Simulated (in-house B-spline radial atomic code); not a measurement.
# Cu: a fraction of an electron added to 4s

The exact energy is linear between whole electron numbers. How far does ωB97X stray from that for Cu, with charge added to 4s step by step?

Program: in-house B-spline radial atomic code version 1. Level of theory: scalar-relativistic (spin-free one-electron X2C) wB97X, spin-polarised, spherical fractional occupations, Fermi nucleus, basis-set limit. These are calculated values, not measurements, unless marked.

## 1. The atom as given

* element: copper (Z = 29)
* charge: 0
* electrons: 29
* configuration: [Ar] 3d10 4s1
* Hamiltonian: scalar-relativistic (X2C)
* nucleus: Fermi, rms radius 3.882 fm

The outer shells:

[Ar] 3d10 4s1
```
[Ar] core
3d [↑↓][↑↓][↑↓][↑↓][↑↓]
4s [↑ ]
```

Where spins are not typed, each open shell is filled with up spins first.

## 2. The start, at fraction 0

Settings, as recorded:

```ini
Z = 29
electrons = 29.0
configuration = [Ar] 3d10 4s1
hamiltonian = x2c
method = wb97x
spin_polarised = True
nucleus = fermi
rms_radius = 3.8823
mass_number = 63
atomic_mass = 62.929597119
speed_of_light = 137.035999084
```

Main fields of the result record, rounded:

```text
status: converged
scf [iteration, energy, orbital gradient]:
  - [1, -1654.16679313, 0.36]
  - [2, -1654.65910615, 0.0839]
  - [3, -1654.78423619, 0.0448]
  - [4, -1654.83419197, 0.0301]
  - [5, -1654.69004099, 0.0692]
  - [6, -1654.86471504, 0.00646]
  - [7, -1654.86655591, 0.000488]
  - [8, -1654.86656913, 0.000227]
  - [9, -1654.8665748, 5.54e-05]
  - [10, -1654.86657537, 1.12e-05]
  - [11, -1654.86657539, 1.78e-06]
  - [12, -1654.86657539, 5.83e-07]
  - [13, -1654.86657539, 1.62e-07]
energy [hartree]: {"total": -1654.86657539, "kinetic": 1683.3869567, "nuclear": -3989.49591588, "coulomb": 719.338711782, "exact_exchange": -14.4613437738, "xc": -53.6349842156}
orbitals [hartree, bohr; first row names the columns]:
  - ["name", "occ", "eps", "<r>", "<r^2>", "<1/r>", "r_max"]
  - ["1s up", 1.0, -326.33727, 0.051772, 0.0036182, 29.647, 0.03371]
  - ["1s down", 1.0, -326.33584, 0.051772, 0.0036182, 29.647, 0.03371]
  - ["2s up", 1.0, -39.58394, 0.23469, 0.065061, 6.4126, 0.19642]
  - ["2s down", 1.0, -39.582396, 0.23469, 0.065062, 6.4125, 0.19643]
  - ["2p up", 3.0, -34.152483, 0.20625, 0.052198, 6.2175, 0.15814]
  - ["2p down", 3.0, -34.151377, 0.20625, 0.052197, 6.2175, 0.15814]
  - ["3s up", 1.0, -4.5039556, 0.71183, 0.58618, 2.0072, 0.61389]
  - ["3s down", 1.0, -4.5004046, 0.71204, 0.58653, 2.0065, 0.61402]
  - ["3p up", 3.0, -2.9009387, 0.75085, 0.66817, 1.8395, 0.62081]
  - ["3p down", 3.0, -2.8981723, 0.75035, 0.66696, 1.8401, 0.62084]
  - ["3d up", 5.0, -0.35779238, 1.0336, 1.5081, 1.3731, 0.60594]
  - ["3d down", 5.0, -0.35419615, 1.0379, 1.5274, 1.3719, 0.60585]
  - ["4s up", 1.0, -0.27121835, 2.9367, 10.178, 0.44223, 2.2934]
sum_r [bohr^k]: {"-1": 138.6446, "1": 21.03239, "2": 30.98452}
```

It took 1.2 s on 1 thread, shared host.

## 3. 0.1 electron added to 4s

Settings: those of step 2 with these lines changed.

```diff
@@ -1,4 +1,4 @@
 Z = 29
-electrons = 29.0
-configuration = [Ar] 3d10 4s1
+electrons = 29.1
+configuration = [Ar] 3d10 4s1.1
 hamiltonian = x2c
```

Main fields:

```text
status: converged
iterations: 12
energy [hartree]: {"total": -1654.87187266, "kinetic": 1683.39255907, "nuclear": -3990.23434457, "coulomb": 720.068601437, "exact_exchange": -14.4600263282, "xc": -53.6386622693}
orbitals [hartree, bohr; first row names the columns]:
  - ["name", "occ", "eps", "<r>"]
  - ["1s up", 1.0, -326.31203, 0.051772]
  - ["1s down", 1.0, -326.31074, 0.051772]
  - ["2s up", 1.0, -39.559135, 0.23469]
  - ["2s down", 1.0, -39.557706, 0.23469]
  - ["2p up", 3.0, -34.127648, 0.20625]
  - ["2p down", 3.0, -34.126624, 0.20625]
  - ["3s up", 1.0, -4.4786932, 0.71179]
  - ["3s down", 1.0, -4.4753898, 0.71198]
  - ["3p up", 3.0, -2.8756135, 0.75076]
  - ["3p down", 3.0, -2.8729975, 0.7503]
  - ["3d up", 5.0, -0.33225824, 1.0355]
  - ["3d down", 5.0, -0.32864309, 1.042]
  - ["4s up", 1.0, -0.24815017, 2.9734]
  - ["4s down", 0.1, -0.055562987, 3.5103]
sum_r [bohr^k]: {"-1": 138.6701, "1": 21.44893, "2": 32.91349}
energy_minus_base [hartree]: -0.00529726699
```

Run time: 1.1 s. Hardware: 1 thread, shared host.

energy_minus_base is the energy less that of the reference run.

## 4. 0.2 electron added to 4s

Settings: those of step 3 with these lines changed.

```diff
@@ -1,4 +1,4 @@
 Z = 29
-electrons = 29.1
-configuration = [Ar] 3d10 4s1.1
+electrons = 29.2
+configuration = [Ar] 3d10 4s1.2
 hamiltonian = x2c
```

Main fields:

```text
status: converged
iterations: 12
energy [hartree]: {"total": -1654.8773503, "kinetic": 1683.39783376, "nuclear": -3990.96853286, "coulomb": 720.797906558, "exact_exchange": -14.4612561066, "xc": -53.643301654}
orbitals [hartree, bohr; first row names the columns]:
  - ["name", "occ", "eps", "<r>"]
  - ["1s up", 1.0, -326.28685, 0.051772]
  - ["1s down", 1.0, -326.28571, 0.051772]
  - ["2s up", 1.0, -39.53418, 0.23469]
  - ["2s down", 1.0, -39.533004, 0.23469]
  - ["2p up", 3.0, -34.102694, 0.20625]
  - ["2p down", 3.0, -34.10186, 0.20625]
  - ["3s up", 1.0, -4.4533302, 0.71178]
  - ["3s down", 1.0, -4.450565, 0.71193]
  - ["3p up", 3.0, -2.85022, 0.75071]
  - ["3p down", 3.0, -2.8480699, 0.75028]
  - ["3d up", 5.0, -0.3067816, 1.0379]
  - ["3d down", 5.0, -0.30359068, 1.0424]
  - ["4s up", 1.0, -0.22545287, 3.0254]
  - ["4s down", 0.2, -0.053568783, 3.6163]
sum_r [bohr^k]: {"-1": 138.6954, "1": 21.88757, "2": 35.10617}
energy_minus_base [hartree]: -0.0107749108
```

Wall time 1.1 s (1 thread, shared host).

## 5. 0.3 electron added to 4s

Settings: those of step 4 with these lines changed.

```diff
@@ -1,4 +1,4 @@
 Z = 29
-electrons = 29.2
-configuration = [Ar] 3d10 4s1.2
+electrons = 29.3
+configuration = [Ar] 3d10 4s1.3
 hamiltonian = x2c
```

Main fields:

```text
status: converged
iterations: 12
energy [hartree]: {"total": -1654.8825685, "kinetic": 1683.40295138, "nuclear": -3991.69288208, "coulomb": 721.519550271, "exact_exchange": -14.4644067732, "xc": -53.6477812985}
orbitals [hartree, bohr; first row names the columns]:
  - ["name", "occ", "eps", "<r>"]
  - ["1s up", 1.0, -326.26202, 0.051772]
  - ["1s down", 1.0, -326.26101, 0.051772]
  - ["2s up", 1.0, -39.509593, 0.23469]
  - ["2s down", 1.0, -39.508641, 0.23469]
  - ["2p up", 3.0, -34.078105, 0.20625]
  - ["2p down", 3.0, -34.077439, 0.20625]
  - ["3s up", 1.0, -4.4283246, 0.71176]
  - ["3s down", 1.0, -4.4260478, 0.71189]
  - ["3p up", 3.0, -2.8251826, 0.75066]
  - ["3p down", 3.0, -2.8234495, 0.75026]
  - ["3d up", 5.0, -0.28163988, 1.0403]
  - ["3d down", 5.0, -0.2788956, 1.0429]
  - ["4s up", 1.0, -0.2027201, 3.0833]
  - ["4s down", 0.3, -0.050839888, 3.6643]
sum_r [bohr^k]: {"-1": 138.7204, "1": 22.33544, "2": 37.41227}
energy_minus_base [hartree]: -0.015993114
```

It took 1.1 s on 1 thread, shared host.

## 6. 0.4 electron added to 4s

Settings: those of step 5 with these lines changed.

```diff
@@ -1,4 +1,4 @@
 Z = 29
-electrons = 29.3
-configuration = [Ar] 3d10 4s1.3
+electrons = 29.4
+configuration = [Ar] 3d10 4s1.4
 hamiltonian = x2c
```

Main fields:

```text
status: converged
iterations: 12
energy [hartree]: {"total": -1654.88753367, "kinetic": 1683.40787492, "nuclear": -3992.40521305, "coulomb": 722.231266445, "exact_exchange": -14.4694329021, "xc": -53.6520290854}
orbitals [hartree, bohr; first row names the columns]:
  - ["name", "occ", "eps", "<r>"]
  - ["1s up", 1.0, -326.23762, 0.051772]
  - ["1s down", 1.0, -326.23674, 0.051772]
  - ["2s up", 1.0, -39.485452, 0.23469]
  - ["2s down", 1.0, -39.484691, 0.23469]
  - ["2p up", 3.0, -34.053958, 0.20625]
  - ["2p down", 3.0, -34.053432, 0.20625]
  - ["3s up", 1.0, -4.4037633, 0.71174]
  - ["3s down", 1.0, -4.401913, 0.71185]
  - ["3p up", 3.0, -2.8005876, 0.7506]
  - ["3p down", 3.0, -2.7992094, 0.75024]
  - ["3d up", 5.0, -0.25691607, 1.0424]
  - ["3d down", 5.0, -0.25460146, 1.0437]
  - ["4s up", 1.0, -0.18002832, 3.1465]
  - ["4s down", 0.4, -0.048554734, 3.6977]
sum_r [bohr^k]: {"-1": 138.745, "1": 22.7928, "2": 39.83027}
energy_minus_base [hartree]: -0.0209582796
```

Run time: 1.1 s. Hardware: 1 thread, shared host.

## 7. 0.5 electron added to 4s

Settings: those of step 6 with these lines changed.

```diff
@@ -1,4 +1,4 @@
 Z = 29
-electrons = 29.4
-configuration = [Ar] 3d10 4s1.4
+electrons = 29.5
+configuration = [Ar] 3d10 4s1.5
 hamiltonian = x2c
```

Main fields:

```text
status: converged
iterations: 12
energy [hartree]: {"total": -1654.892298, "kinetic": 1683.41252499, "nuclear": -3993.10447523, "coulomb": 722.932022715, "exact_exchange": -14.4763061798, "xc": -53.6560642908}
orbitals [hartree, bohr; first row names the columns]:
  - ["name", "occ", "eps", "<r>"]
  - ["1s up", 1.0, -326.21366, 0.051772]
  - ["1s down", 1.0, -326.21292, 0.051772]
  - ["2s up", 1.0, -39.461781, 0.23469]
  - ["2s down", 1.0, -39.461185, 0.23469]
  - ["2p up", 3.0, -34.030277, 0.20625]
  - ["2p down", 3.0, -34.029871, 0.20625]
  - ["3s up", 1.0, -4.379674, 0.71172]
  - ["3s down", 1.0, -4.3782008, 0.7118]
  - ["3p up", 3.0, -2.7764639, 0.75053]
  - ["3p down", 3.0, -2.7753903, 0.75023]
  - ["3d up", 5.0, -0.23264278, 1.0445]
  - ["3d down", 5.0, -0.23073991, 1.0448]
  - ["4s up", 1.0, -0.15744327, 3.2161]
  - ["4s down", 0.5, -0.046825003, 3.724]
sum_r [bohr^k]: {"-1": 138.7691, "1": 23.26036, "2": 42.36603}
energy_minus_base [hartree]: -0.025722609
```

It took 1.1 s on 1 thread, shared host.

## 8. 0.6 electron added to 4s

Settings: those of step 7 with these lines changed.

```diff
@@ -1,4 +1,4 @@
 Z = 29
-electrons = 29.5
-configuration = [Ar] 3d10 4s1.5
+electrons = 29.6
+configuration = [Ar] 3d10 4s1.6
 hamiltonian = x2c
```

Main fields:

```text
status: converged
iterations: 13
energy [hartree]: {"total": -1654.89691718, "kinetic": 1683.41693863, "nuclear": -3993.7900708, "coulomb": 723.621128361, "exact_exchange": -14.4849977266, "xc": -53.6599156488}
orbitals [hartree, bohr; first row names the columns]:
  - ["name", "occ", "eps", "<r>"]
  - ["1s up", 1.0, -326.19017, 0.051772]
  - ["1s down", 1.0, -326.18958, 0.051772]
  - ["2s up", 1.0, -39.438592, 0.23469]
  - ["2s down", 1.0, -39.438139, 0.23469]
  - ["2p up", 3.0, -34.007077, 0.20625]
  - ["2p down", 3.0, -34.006773, 0.20625]
  - ["3s up", 1.0, -4.3560734, 0.71169]
  - ["3s down", 1.0, -4.3549387, 0.71176]
  - ["3p up", 3.0, -2.7528293, 0.75047]
  - ["3p down", 3.0, -2.7520205, 0.75021]
  - ["3d up", 5.0, -0.20884129, 1.0463]
  - ["3d down", 5.0, -0.20733471, 1.046]
  - ["4s up", 1.0, -0.13500645, 3.294]
  - ["4s down", 0.6, -0.045650555, 3.7451]
sum_r [bohr^k]: {"-1": 138.7928, "1": 23.73887, "2": 45.02794}
energy_minus_base [hartree]: -0.0303417926
```

Wall time 1.2 s (1 thread, shared host).

## 9. 0.7 electron added to 4s

Settings: those of step 8 with these lines changed.

```diff
@@ -1,4 +1,4 @@
 Z = 29
-electrons = 29.6
-configuration = [Ar] 3d10 4s1.6
+electrons = 29.7
+configuration = [Ar] 3d10 4s1.7
 hamiltonian = x2c
```

Main fields:

```text
status: converged
iterations: 14
energy [hartree]: {"total": -1654.90144679, "kinetic": 1683.42103672, "nuclear": -3994.46093396, "coulomb": 724.297523185, "exact_exchange": -14.4954768877, "xc": -53.6635958601}
orbitals [hartree, bohr; first row names the columns]:
  - ["name", "occ", "eps", "<r>"]
  - ["1s up", 1.0, -326.16719, 0.051772]
  - ["1s down", 1.0, -326.16674, 0.051772]
  - ["2s up", 1.0, -39.415913, 0.23469]
  - ["2s down", 1.0, -39.415589, 0.23469]
  - ["2p up", 3.0, -33.984386, 0.20625]
  - ["2p down", 3.0, -33.984171, 0.20625]
  - ["3s up", 1.0, -4.3329903, 0.71167]
  - ["3s down", 1.0, -4.3321647, 0.71172]
  - ["3p up", 3.0, -2.7297133, 0.7504]
  - ["3p down", 3.0, -2.7291378, 0.7502]
  - ["3d up", 5.0, -0.18554252, 1.0481]
  - ["3d down", 5.0, -0.18442006, 1.0475]
  - ["4s up", 1.0, -0.11274476, 3.3831]
  - ["4s down", 0.7, -0.045036407, 3.7611]
sum_r [bohr^k]: {"-1": 138.8159, "1": 24.22953, "2": 47.83116}
energy_minus_base [hartree]: -0.0348714035
```

It took 1.3 s on 1 thread, shared host.

## 10. 0.8 electron added to 4s

Settings: those of step 9 with these lines changed.

```diff
@@ -1,4 +1,4 @@
 Z = 29
-electrons = 29.7
-configuration = [Ar] 3d10 4s1.7
+electrons = 29.8
+configuration = [Ar] 3d10 4s1.8
 hamiltonian = x2c
```

Main fields:

```text
status: converged
iterations: 14
energy [hartree]: {"total": -1654.90594429, "kinetic": 1683.42487404, "nuclear": -3995.11575645, "coulomb": 724.959765765, "exact_exchange": -14.5077126234, "xc": -53.667115019}
orbitals [hartree, bohr; first row names the columns]:
  - ["name", "occ", "eps", "<r>"]
  - ["1s up", 1.0, -326.14476, 0.051772]
  - ["1s down", 1.0, -326.14445, 0.051772]
  - ["2s up", 1.0, -39.393786, 0.23469]
  - ["2s down", 1.0, -39.393577, 0.23469]
  - ["2p up", 3.0, -33.962246, 0.20625]
  - ["2p down", 3.0, -33.96211, 0.20625]
  - ["3s up", 1.0, -4.3104676, 0.71165]
  - ["3s down", 1.0, -4.3099292, 0.71168]
  - ["3p up", 3.0, -2.7071595, 0.75033]
  - ["3p down", 3.0, -2.7067925, 0.75019]
  - ["3d up", 5.0, -0.16279189, 1.0498]
  - ["3d down", 5.0, -0.16204509, 1.0491]
  - ["4s up", 1.0, -0.090677856, 3.4873]
  - ["4s down", 0.8, -0.045017467, 3.7715]
sum_r [bohr^k]: {"-1": 138.8385, "1": 24.73448, "2": 50.80634}
energy_minus_base [hartree]: -0.0393688988
```

Run time: 1.3 s. Hardware: 1 thread, shared host.

## 11. Results

| fraction | energy change (eV) | less the straight line (eV) | level 4s down (eV) | sum of <r²> (bohr²) |
| --- | --- | --- | --- | --- |
| 0 | 0.0000 | 0.0000 | empty | 30.985 |
| 0.1 | -0.1441 | -0.0102 | -1.512 | 32.913 |
| 0.2 | -0.2932 | -0.0254 | -1.458 | 35.106 |
| 0.3 | -0.4352 | -0.0335 | -1.383 | 37.412 |
| 0.4 | -0.5703 | -0.0347 | -1.321 | 39.830 |
| 0.5 | -0.6999 | -0.0304 | -1.274 | 42.366 |
| 0.6 | -0.8256 | -0.0222 | -1.242 | 45.028 |
| 0.7 | -0.9489 | -0.0115 | -1.226 | 47.831 |
| 0.8 | -1.0713 | 0.0000 | -1.225 | 50.806 |

**Reading.** From fraction 0 to 0.8 the energy changes by -1.071 eV. It sags under the straight line by up to 0.03 eV (at 0.4); exact theory is straight between whole electron numbers, so this convex bend is an error (delocalisation) that favours fractional charges. The path stops at 0.8, so the line is drawn to that point and not to a whole electron.
